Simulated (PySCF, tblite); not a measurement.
# C₆H₁₄Si₃: geometry, infrared bands and NMR shifts

Wanted: the infrared bands and NMR shifts of C₆H₁₄Si₃ (`C=C([SiH3])[Si@H]([SiH3])C#CCC`), by calculation.

Computed with tblite 0.8.0 and PySCF 2.14.0, with density-fitted response routines of our own, on a single molecule in the gas phase. Atoms are numbered from 0 throughout.

**1. The molecule as given**

23 atoms, charge 0, multiplicity 1; geometry from: force field or distance geometry start.

Bonds of the start (Å): C0–C1 1.34, C1–Si2 1.88, C1–Si3 1.82, Si3–Si4 2.24, Si3–C5 1.83, C5–C6 1.21, C6–C7 1.46, C7–C8 1.50, C0–H9 1.09, C0–H10 1.10, Si2–H11 1.47, Si2–H12 1.47, Si2–H13 1.47, Si3–H14 1.46, Si4–H15 1.49, Si4–H16 1.46, Si4–H17 1.47, C7–H18 1.11, C7–H19 1.12, C8–H20 1.14, C8–H21 1.13, C8–H22 1.09.

**2. Optimising the geometry with GFN2-xTB**

What the job is given:

```
{"job": {"kind": "relax", "xc": "GFN2-xTB", "basis": "xTB"}, "charge": 0, "multiplicity": 1}
C      1.579200    -1.684000     0.636000
C      1.916100    -0.538900     0.030000
Si     3.626000     0.101500     0.463100
Si     0.858700     0.381900    -1.133700
Si     1.211700     2.562500    -0.791700
C     -0.897400     0.030700    -0.774200
C     -2.066900    -0.180800    -0.554000
C     -3.485600    -0.431700    -0.300900
C     -3.592800    -1.246400     0.949400
H      2.264700    -2.174100     1.331300
H      0.609800    -2.168700     0.479300
H      4.455100     0.174400    -0.753500
H      4.257800    -0.712200     1.508000
H      3.421800     1.478900     0.929600
H      1.220500     0.017800    -2.497200
H     -0.141500     3.170300    -0.683800
H      1.851500     2.729100     0.512400
H      1.987300     3.153900    -1.892000
H     -3.962300    -0.928900    -1.169500
H     -4.049600     0.527500    -0.147100
H     -3.663600    -0.535000     1.834000
H     -4.614900    -1.731400     0.914900
H     -2.790400    -1.969400     1.119700
```

On the command line:

```console
$ OMP_NUM_THREADS=1 python probes_run.py task.json out
```

The driver reads the jobs from task.json and runs them one after another.

**Question.** This job is followed by: GFN2-xTB harmonic vibrations, gas phase; GIAO PBE0/pcSseg-1 NMR shielding, non-relativistic, gas phase. Predict these results of the whole session: strongest single infrared mode (GFN2-xTB); zero-point energy (GFN2-xTB); 13C shifts against TMS (PBE0/pcSseg-1); 1H shifts against TMS (PBE0/pcSseg-1, means over atoms taken as alike); 29Si shifts against TMS (PBE0/pcSseg-1); surface potential, 1st and 99th percentile.

As calculated:

| quantity | value |
| --- | --- |
| strongest single infrared mode (GFN2-xTB) | 801 cm⁻¹, 508 km/mol |
| zero-point energy (GFN2-xTB) | 101.8 kcal/mol |
| 13C shifts against TMS (PBE0/pcSseg-1) | 155.5, 145.7, 124.6, 80.8, 17.1, 17.0 ppm |
| 1H shifts against TMS (PBE0/pcSseg-1, means over atoms taken as alike) | 7.16, 6.99, 5.07, 4.23, 3.49, 2.48, 2.47, 1.29 ppm |
| 29Si shifts against TMS (PBE0/pcSseg-1) | -64.6, -68.0, -114.8 ppm |
| surface potential, 1st and 99th percentile | -0.81 V and 0.91 V |

**Reading.** Over 171 steps the energy fell by 0.660 eV; of the close pairs, C1–Si3 changed most, 1.822 to 1.902 Å. All 63 modes are real, so the xTB geometry is a minimum. The strongest single mode, at 801 cm⁻¹, has its largest shares on H15, H12, H16 and H13 (the list is cut at 4 atoms). Unscaled tight-binding wavenumbers are off by several per cent, some by more. Its intensities can rank the bands wrongly. The most deshielded carbon is C0 (terminal =CH2 carbon), at 155.5 ppm: an sp2 carbon of a C=C bond. At PBE0/pcSseg-1: Shielding is most anisotropic at C6 (span 304 ppm, paramagnetic term -213 ppm). By nearest atom (PBE0/pcSseg-1), the HOMO sits on C5, C6 about 25 % each; Si4 10 % and the LUMO on C0, C1 about 28 % each; H9, H10 about 8 % each.
